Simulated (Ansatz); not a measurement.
Crystal: HPbNO4.

```
CELL_PARAMETERS angstrom
4.92453 0.00000 0.00000
0.00000 5.59720 0.00000
0.00000 0.00000 7.24347
ATOMIC_POSITIONS crystal
H 0.00000 0.50000 0.19317
H 0.50000 0.00000 0.80683
Pb 0.50000 0.50000 0.95257
Pb 0.00000 0.00000 0.04743
N 0.00000 0.00000 0.63654
N 0.50000 0.50000 0.36346
O 0.00000 0.50000 0.05860
O 0.50000 0.00000 0.94140
O 0.00000 0.19569 0.72995
O 0.00000 0.80431 0.72995
O 0.00000 0.00000 0.46750
O 0.50000 0.69569 0.27005
O 0.50000 0.30431 0.27005
O 0.50000 0.50000 0.53250
```

The cell was built by a generator and needn't be a form met in nature.

* Program: Ansatz 0.2.0
* Task: relaxation of cell and atoms
* Functional: r2SCAN
* Dispersion: rVV10
* Potentials or basis: Ansatz PAW
* Cutoff: 500 eV (not typed: the program's choice for these potentials)
* k mesh: 4 × 4 × 3
* Occupations: fermi-dirac, width 0.05 eV
* Spin: no spin polarisation

At the start: volume 14.26 Å³/atom.

Problem. How do energy, volume and symmetry change on relaxing?

Solution. It ends after 9 steps and the volume is 12.72 Å³/atom (-10.8 %); space group Pmmn (No. 59, to 0.05 Å).

The path:
```
step  energy change (eV)  largest force (eV/Å)  volume (Å³)
   1              0.0000                0.6392       199.66
   2             -0.1506                0.5351       173.29
   3             -0.2191                0.1958       181.37
   4             -0.2354                0.1281       180.92
   5             -0.2393                0.0962       180.43
   6             -0.2457                0.0298       177.96
   7             -0.2458                0.0304       178.09
   8             -0.2458                0.0025       178.15
   9             -0.2342                0.0047       178.15
```

Final structure:
```
H Pb N O
1.0
     4.69833    0.00000    0.00000
     0.00000    5.36420    0.00000
     0.00000    0.00000    7.06848
H Pb N O
2 2 2 8
Direct
  0.00000 0.50000 0.20073
  0.50000 0.00000 0.79927
  0.50000 0.50000 0.93016
  0.00000 0.00000 0.06984
  0.00000 0.00000 0.64347
  0.50000 0.50000 0.35653
  0.00000 0.50000 0.06393
  0.50000 0.00000 0.93607
  0.00000 0.20241 0.73744
  0.00000 0.79759 0.73744
  0.00000 0.00000 0.47078
  0.50000 0.70241 0.26256
  0.50000 0.29759 0.26256
  0.50000 0.50000 0.52922
```

Caveat: the plane-wave basis is chosen anew once the cell has moved, so the energies of steps on either side of that aren't comparable; the PAW data sets come from PBE, with cores solved anew for the run's functional, which leaves a small shift of forces and pressure.
